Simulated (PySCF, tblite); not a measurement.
# C₂H₁₄OSi₅: geometry, infrared bands and NMR shifts

Wanted: the infrared bands and NMR shifts of C₂H₁₄OSi₅ (`CO[Si@@H]1[SiH2][SiH2][SiH2][Si@@H]1C`), by calculation.

Programs: tblite 0.8.0 and PySCF 2.14.0, with density-fitted response routines of our own. Each step states its level of theory. These are calculated values for one molecule in the gas phase, unless marked as measured. Atoms are numbered from 0 throughout.

### Step 1. The starting structure

22 atoms, charge 0, multiplicity 1; geometry from: force field or distance geometry start.

Bonds of the start (Å): C0–O1 1.43, O1–Si2 1.65, Si2–Si3 2.33, Si3–Si4 2.32, Si4–Si5 2.32, Si5–Si6 2.32, Si6–C7 1.85, Si6–Si2 2.33, C0–H8 1.09, C0–H9 1.09, C0–H10 1.09, Si2–H11 1.48, Si3–H12 1.47, Si3–H13 1.50, Si4–H14 1.50, Si4–H15 1.49, Si5–H16 1.49, Si5–H17 1.49, Si6–H18 1.48, C7–H19 1.10, C7–H20 1.09, C7–H21 1.10.

### Step 2. Relaxing the molecule with GFN2-xTB

What the job is given:

```
{"job": {"kind": "relax", "xc": "GFN2-xTB", "basis": "xTB"}, "charge": 0, "multiplicity": 1}
C      3.168500    -1.256200     0.098100
O      1.744300    -1.104400     0.178100
Si     1.011000     0.071900    -0.713900
Si     0.855500     2.062500     0.481300
Si    -1.183100     1.848100     1.572500
Si    -2.512100     1.051600    -0.160200
Si    -1.186800    -0.565000    -1.160000
C     -1.511200    -2.198900    -0.362600
H      3.464900    -2.073200     0.764000
H      3.670300    -0.344800     0.432600
H      3.463900    -1.517300    -0.921400
H      1.757000     0.273800    -1.978400
H      0.811300     3.213300    -0.436800
H      1.998900     2.215700     1.435500
H     -1.676900     3.159400     2.100600
H     -1.102900     0.844700     2.671400
H     -2.768500     2.148800    -1.129100
H     -3.796000     0.481200     0.330800
H     -1.449900    -0.623700    -2.615900
H     -0.873300    -2.982400    -0.786300
H     -1.338400    -2.174000     0.716700
H     -2.557100    -2.511600    -0.517900
```

Command:

```sh
OMP_NUM_THREADS=1 python probes_run.py task.json out
```

This one command runs all jobs of the session in turn.

What it wrote:

```text
step      E/eV     max force
  0    -655.53635    1.555
  1    -655.62119    0.623
  2    -655.65334    0.418
  3    -655.67825    0.362
  4    -655.70613    0.379
  5    -655.73228    0.348
  6    -655.75214    0.288
  7    -655.76798    0.286
  8    -655.78141    0.271
  9    -655.79039    0.209
 10    -655.79584    0.195
 11    -655.79905    0.144
 12    -655.80174    0.142
 13    -655.80491    0.140
 14    -655.80832    0.112
 15    -655.81151    0.124
 16    -655.81451    0.148
 17    -655.81776    0.167
 18    -655.82146    0.146
 19    -655.82553    0.151
 20    -655.82978    0.180
 21    -655.83381    0.152
 22    -655.83709    0.117
 23    -655.83951    0.102
 24    -655.84140    0.103
 25    -655.84315    0.114
 26    -655.84507    0.107
 27    -655.84736    0.105
 28    -655.84984    0.116
 29    -655.85206    0.123
 30    -655.85376    0.091
 31    -655.85496    0.088
 32    -655.85591    0.072
 33    -655.85694    0.092
 34    -655.85825    0.114
 35    -655.85996    0.103
 36    -655.86197    0.113
 37    -655.86395    0.107
 38    -655.86565    0.079
 39    -655.86713    0.090
 40    -655.86858    0.093
 41    -655.87006    0.099
 42    -655.87126    0.162
 43    -655.87272    0.090
 44    -655.87440    0.093
 45    -655.87748    0.099
 46    -655.87890    0.091
 47    -655.88082    0.080
 48    -655.88198    0.075
 49    -655.88370    0.092
 50    -655.88562    0.117
 51    -655.88761    0.093
 52    -655.88906    0.078
 53    -655.89014    0.074
 54    -655.89106    0.075
 55    -655.89189    0.073
 56    -655.89247    0.060
 57    -655.89283    0.063
 58    -655.89314    0.051
 59    -655.89352    0.050
 60    -655.89405    0.042
 61    -655.89440    0.042
 62    -655.89464    0.031
 63    -655.89482    0.028
 64    -655.89499    0.029
 65    -655.89519    0.031
 66    -655.89545    0.040
 67    -655.89575    0.037
 68    -655.89602    0.036
 69    -655.89624    0.033
 70    -655.89641    0.030
 71    -655.89659    0.035
 72    -655.89683    0.043
 73    -655.89714    0.045
 74    -655.89752    0.041
 75    -655.89796    0.046
 76    -655.89843    0.046
 77    -655.89887    0.045
 78    -655.89924    0.041
 79    -655.89956    0.033
 80    -655.89985    0.042
 81    -655.90016    0.046
 82    -655.90050    0.037
 83    -655.90085    0.044
 84    -655.90124    0.040
 85    -655.90169    0.046
 86    -655.90219    0.062
 87    -655.90268    0.058
 88    -655.90313    0.047
 89    -655.90350    0.041
 90    -655.90389    0.047
 91    -655.90434    0.068
 92    -655.90498    0.090
 93    -655.90590    0.092
 94    -655.90688    0.065
 95    -655.90738    0.067
 96    -655.90796    0.059
 97    -655.90852    0.065
 98    -655.90909    0.062
 99    -655.90949    0.069
100    -655.91007    0.055
101    -655.91070    0.052
102    -655.91122    0.059
103    -655.91182    0.057
104    -655.91222    0.036
105    -655.91245    0.037
106    -655.91261    0.028
107    -655.91282    0.031
108    -655.91296    0.034
109    -655.91315    0.029
110    -655.91343    0.027
111    -655.91359    0.032
112    -655.91376    0.026
113    -655.91387    0.021
114    -655.91398    0.021
115    -655.91410    0.024
116    -655.91426    0.028
117    -655.91440    0.025
118    -655.91450    0.023
119    -655.91456    0.016
120    -655.91459    0.015
121    -655.91462    0.014
122    -655.91465    0.014
123    -655.91469    0.016
124    -655.91474    0.018
125    -655.91481    0.030
126    -655.91490    0.037
127    -655.91500    0.034
128    -655.91510    0.025
129    -655.91518    0.024
130    -655.91524    0.019
131    -655.91528    0.014
132    -655.91532    0.016
133    -655.91535    0.021
134    -655.91540    0.024
135    -655.91551    0.029
136    -655.91568    0.035
137    -655.91595    0.041
138    -655.91632    0.042
139    -655.91669    0.047
140    -655.91698    0.035
141    -655.91713    0.040
142    -655.91723    0.029
143    -655.91732    0.017
144    -655.91740    0.015
145    -655.91746    0.014
146    -655.91752    0.017
147    -655.91759    0.020
148    -655.91765    0.019
149    -655.91772    0.015
150    -655.91778    0.015
151    -655.91783    0.019
152    -655.91788    0.017
153    -655.91793    0.013
154    -655.91798    0.014
155    -655.91802    0.016
156    -655.91806    0.017
157    -655.91810    0.020
158    -655.91816    0.017
159    -655.91822    0.019
160    -655.91827    0.020
161    -655.91832    0.015
162    -655.91836    0.018
163    -655.91842    0.016
164    -655.91851    0.025
165    -655.91861    0.027
166    -655.91871    0.021
167    -655.91882    0.021
168    -655.91893    0.021
169    -655.91903    0.022
170    -655.91911    0.016
171    -655.91919    0.019
172    -655.91927    0.021
173    -655.91935    0.030
174    -655.91943    0.036
175    -655.91955    0.031
176    -655.91967    0.020
177    -655.91978    0.031
178    -655.91989    0.033
179    -655.92000    0.024
180    -655.92013    0.027
181    -655.92031    0.033
182    -655.92057    0.055
183    -655.92082    0.067
184    -655.92099    0.059
185    -655.92126    0.029
186    -655.92138    0.021
187    -655.92151    0.031
188    -655.92165    0.030
189    -655.92179    0.022
190    -655.92190    0.019
191    -655.92196    0.017
192    -655.92206    0.021
193    -655.92214    0.017
194    -655.92220    0.017
195    -655.92224    0.015
196    -655.92229    0.015
197    -655.92234    0.022
198    -655.92240    0.026
199    -655.92248    0.028
200    -655.92258    0.031
201    -655.92264    0.046
202    -655.92279    0.022
203    -655.92286    0.017
204    -655.92293    0.020
205    -655.92297    0.020
206    -655.92301    0.017
207    -655.92313    0.018
208    -655.92317    0.017
209    -655.92325    0.019
210    -655.92331    0.026
211    -655.92337    0.020
212    -655.92347    0.026
213    -655.92358    0.020
214    -655.92367    0.018
215    -655.92378    0.020
216    -655.92389    0.022
217    -655.92399    0.023
218    -655.92406    0.020
219    -655.92412    0.021
220    -655.92415    0.019
221    -655.92423    0.018
222    -655.92432    0.018
223    -655.92445    0.020
224    -655.92457    0.026
225    -655.92469    0.030
226    -655.92481    0.023
227    -655.92493    0.027
228    -655.92500    0.021
229    -655.92506    0.017
230    -655.92511    0.017
231    -655.92518    0.014
232    -655.92524    0.017
233    -655.92529    0.016
234    -655.92534    0.017
235    -655.92538    0.016
236    -655.92543    0.015
237    -655.92548    0.016
238    -655.92553    0.016
239    -655.92558    0.016
240    -655.92562    0.013
241    -655.92566    0.012
242    -655.92568    0.010
243    -655.92570    0.010
244    -655.92572    0.011
245    -655.92575    0.015
246    -655.92580    0.019
247    -655.92586    0.020
248    -655.92593    0.022
249    -655.92603    0.027
250    -655.92613    0.031
251    -655.92625    0.028
252    -655.92638    0.027
253    -655.92652    0.022
254    -655.92663    0.026
255    -655.92673    0.028
256    -655.92684    0.031
257    -655.92700    0.027
258    -655.92715    0.025
259    -655.92726    0.021
260    -655.92735    0.023
261    -655.92746    0.027
262    -655.92760    0.030
263    -655.92780    0.032
264    -655.92803    0.038
265    -655.92828    0.048
266    -655.92851    0.040
267    -655.92879    0.036
268    -655.92897    0.025
269    -655.92914    0.036
270    -655.92929    0.029
271    -655.92938    0.022
272    -655.92950    0.023
273    -655.92961    0.024
274    -655.92971    0.023
275    -655.92976    0.014
276    -655.92980    0.014
277    -655.92983    0.011
278    -655.92988    0.013
279    -655.92990    0.011
280    -655.92993    0.012
281    -655.92995    0.010
```

Wall time 13 s (1 thread of Intel Xeon at 2.50GHz, shared host).

Step by step: (not every step is listed)

| step | energy from step 0 (eV) | largest force (eV/Å) |
| --- | --- | --- |
| 0 | 0.0000 | 1.5552 |
| 1 | -0.0848 | 0.6226 |
| 2 | -0.1170 | 0.4175 |
| 3 | -0.1419 | 0.3622 |
| 4 | -0.1698 | 0.3795 |
| 5 | -0.1959 | 0.3479 |
| 6 | -0.2158 | 0.2883 |
| 7 | -0.2316 | 0.2862 |
| 8 | -0.2451 | 0.2711 |
| 34 | -0.3219 | 0.1141 |
| 60 | -0.3577 | 0.0416 |
| 86 | -0.3658 | 0.0617 |
| 112 | -0.3774 | 0.0260 |
| 138 | -0.3800 | 0.0418 |
| 164 | -0.3822 | 0.0250 |
| 190 | -0.3856 | 0.0192 |
| 216 | -0.3875 | 0.0224 |
| 242 | -0.3893 | 0.0102 |
| 268 | -0.3926 | 0.0248 |
| 276 | -0.3935 | 0.0139 |
| 277 | -0.3935 | 0.0112 |
| 278 | -0.3935 | 0.0126 |
| 279 | -0.3936 | 0.0114 |
| 280 | -0.3936 | 0.0117 |
| 281 | -0.3936 | 0.0100 |

Close pairs (by a distance rule), those that changed most:

```csv
bond,before (Å),after (Å),change (Å)
Si6–C7,1.847,1.907,+0.060
C0–O1,1.434,1.389,-0.046
Si5–Si6,2.317,2.348,+0.031
Si4–H14,1.497,1.469,-0.028
Si3–H13,1.497,1.474,-0.023
Si4–H15,1.490,1.471,-0.019
Si3–Si4,2.322,2.340,+0.018
Si5–H17,1.488,1.472,-0.017
```

The final coordinates are the input of the step that follows.

### Step 3. Vibrational analysis with GFN2-xTB

What the job is given:

```
{"job": {"kind": "ir", "xc": "GFN2-xTB", "basis": "xTB"}, "charge": 0, "multiplicity": 1}
C      2.755338    -1.221135     0.634836
O      1.520831    -1.086467     0.013342
Si     1.031882     0.128514    -0.977271
Si     1.084216     2.139185     0.219529
Si    -0.953184     2.264321     1.363388
Si    -2.379656     0.634766     0.476953
Si    -1.194070    -0.523940    -1.186200
C     -1.479898    -2.407357    -1.106161
H      2.716220    -2.091943     1.290597
H      2.992282    -0.333895     1.228999
H      3.548727    -1.365091    -0.103345
H      1.932206     0.126601    -2.150447
H      1.255139     3.294571    -0.671914
H      2.231756     2.271477     1.135886
H     -1.539583     3.609532     1.294218
H     -0.764507     2.073455     2.810162
H     -3.614188     1.243104    -0.040986
H     -2.882913    -0.250316     1.539435
H     -1.675050    -0.096576    -2.518210
H     -1.006458    -2.917208    -1.941379
H     -1.052207    -2.812296    -0.193289
H     -2.537291    -2.659918    -1.118993
```

What it wrote:

```text
mode    cm-1     km/mol
  1      23.5      0.02
  2      32.0      0.15
  3      73.5      0.15
  4      90.8      0.52
  5      99.5      1.24
  6     114.4      0.06
  7     125.6      1.44
  8     137.7      4.10
  9     157.7      2.28
 10     175.7      1.28
 11     209.6      4.20
 12     258.0      4.35
 13     293.8     43.47
 14     319.7      0.52
 15     361.7      8.69
 16     366.6      3.92
 17     386.6     14.40
 18     390.6     17.51
 19     454.6      2.14
 20     462.8      3.39
 21     467.1      5.95
 22     488.0      2.98
 23     524.6      3.89
 24     540.1      2.66
 25     581.6     86.41
 26     600.8    293.11
 27     603.3    293.10
 28     615.3    340.74
 29     628.4    415.10
 30     682.2     95.29
 31     728.6     17.59
 32     740.8    112.50
 33     805.3    125.61
 34     820.7      3.13
 35     828.0    149.33
 36     832.5    463.74
 37     856.5    149.67
 38    1120.6    161.52
 39    1138.3      7.94
 40    1150.5     19.37
 41    1364.2      4.24
 42    1422.9      0.21
 43    1485.8      0.36
 44    1488.2      1.10
 45    1489.7      2.34
 46    1495.3      1.36
 47    2066.0    345.33
 48    2089.4    262.00
 49    2127.9    255.21
 50    2147.7     29.39
 51    2158.9    264.76
 52    2169.0    271.92
 53    2178.1    107.10
 54    2184.2    962.10
 55    2938.2     40.21
 56    2954.0     39.12
 57    2989.4     34.66
 58    3021.5     22.28
 59    3023.8     13.94
 60    3035.8     21.58
```

Wall time 6.9 s (1 thread of Intel Xeon at 2.50GHz, shared host).

Which atoms move in the most intense modes:

```
cm⁻¹  km/mol                                   atoms
 601   293.1                                H18 67 %
 603   293.1                      H18 45 %, H12 21 %
 615   340.7                      H15 39 %, H14 31 %
 628   415.1  H17 19 %, H16 17 %, H18 13 %, H13 12 %
 832   463.7  H13 23 %, H12 21 %, H17 16 %, H16 16 %
2066   345.3                                H11 95 %
2169   271.9                                H16 73 %
2184   962.1                      H12 45 %, H14 34 %
```

(Part 1 of 2 ends here.)
